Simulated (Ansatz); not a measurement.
I need a rigid scan of one bond angle of BH5S2Si, SMILES [SiH3]B(S)S. Use Ansatz 0.2.0 through its Python package. Level of theory (for the species named): Hartree-Fock, cc-pVDZ basis, multiplicity 1.

```yaml
atoms:
  - { symbol: Si, position_ang: [0.3804, 0.9609, -0.7970] }
  - { symbol: B, position_ang: [-0.1640, -0.4650, 0.3573] }
  - { symbol: S, position_ang: [-0.7339, -2.1057, -0.3897] }
  - { symbol: S, position_ang: [-0.0233, -0.2289, 2.2211] }
  - { symbol: H, position_ang: [0.2021, 0.5764, -2.2287] }
  - { symbol: H, position_ang: [-0.5565, 2.1650, -0.5540] }
  - { symbol: H, position_ang: [1.7510, 1.3971, -0.5367] }
  - { symbol: H, position_ang: [0.6589, -2.5738, -0.3962] }
  - { symbol: H, position_ang: [-1.4261, 0.2276, 2.3068] }
```

`bh5s2si_bend.py`:
```python
# -*- coding: utf-8 -*-
"""Bending curve of BH5S2Si."""

from dataclasses import dataclass
import logging
import sys

import ansatz as az
from ase import Atoms

logging.basicConfig(stream=sys.stdout, format="%(levelname)s:%(name)s:%(message)s")
log = logging.getLogger("run")
log.setLevel(logging.INFO)


@dataclass(frozen=True)
class Options:
    basis: str = "cc-pVDZ"
    functional: str = "hf"
    force_tol: float = 0.02


opts = Options()


def main():
    atoms = Atoms(["Si", "B", "S", "S", "H", "H", "H", "H", "H"], positions=[
        [0.3804, 0.9609, -0.797],
        [-0.164, -0.465, 0.3573],
        [-0.7339, -2.1057, -0.3897],
        [-0.0233, -0.2289, 2.2211],
        [0.2021, 0.5764, -2.2287],
        [-0.5565, 2.165, -0.554],
        [1.751, 1.3971, -0.5367],
        [0.6589, -2.5738, -0.3962],
        [-1.4261, 0.2276, 2.3068],
    ])

    # relax first, so that the scan starts from a minimum
    first = az.Crystal.molecule_from_ase(atoms).calculation()
    first = first.basis(gaussian=opts.basis)
    first = first.functional(opts.functional)
    first = first.relax(force_tolerance=opts.force_tol, max_steps=80)
    atoms.positions = first.run(threads=1, backend="cpu").report["positions_ang"]

    rows = []
    for angle in [85, 95, 105, 115, 125, 140, 160]:
        bent = atoms.copy()
        bent.set_angle(1, 2, 7, angle, indices=[7])
        base = (
            az.Crystal.molecule_from_ase(bent).calculation()
            .basis(gaussian=opts.basis)
            .functional(opts.functional)
        )
        rows.append((angle, base.run(threads=1, backend="cpu").report["free_energy_ev"]))
    floor = min(e for _, e in rows)
    for angle, e in rows:
        log.info(f"angle B1-S2-H7 = {angle:3d} deg   {1000 * (e - floor):9.1f} meV")


if __name__ == "__main__":
    main()
```

`python bh5s2si_bend.py` gives:
```text
INFO:run:angle B1-S2-H7 =  85 deg       170.6 meV
INFO:run:angle B1-S2-H7 =  95 deg         0.0 meV
INFO:run:angle B1-S2-H7 = 105 deg         4.8 meV
INFO:run:angle B1-S2-H7 = 115 deg       165.1 meV
INFO:run:angle B1-S2-H7 = 125 deg       457.7 meV
INFO:run:angle B1-S2-H7 = 140 deg      1081.8 meV
INFO:run:angle B1-S2-H7 = 160 deg      2021.7 meV
```

The scan is rigid, and the energies are electronic, in a modest basis. The zero is the lowest point of the grid, which needn't be the minimum. Hardware and time: 99 s on 1 thread of Arm Neoverse V1 (shared host), peak memory 0.27 GiB.
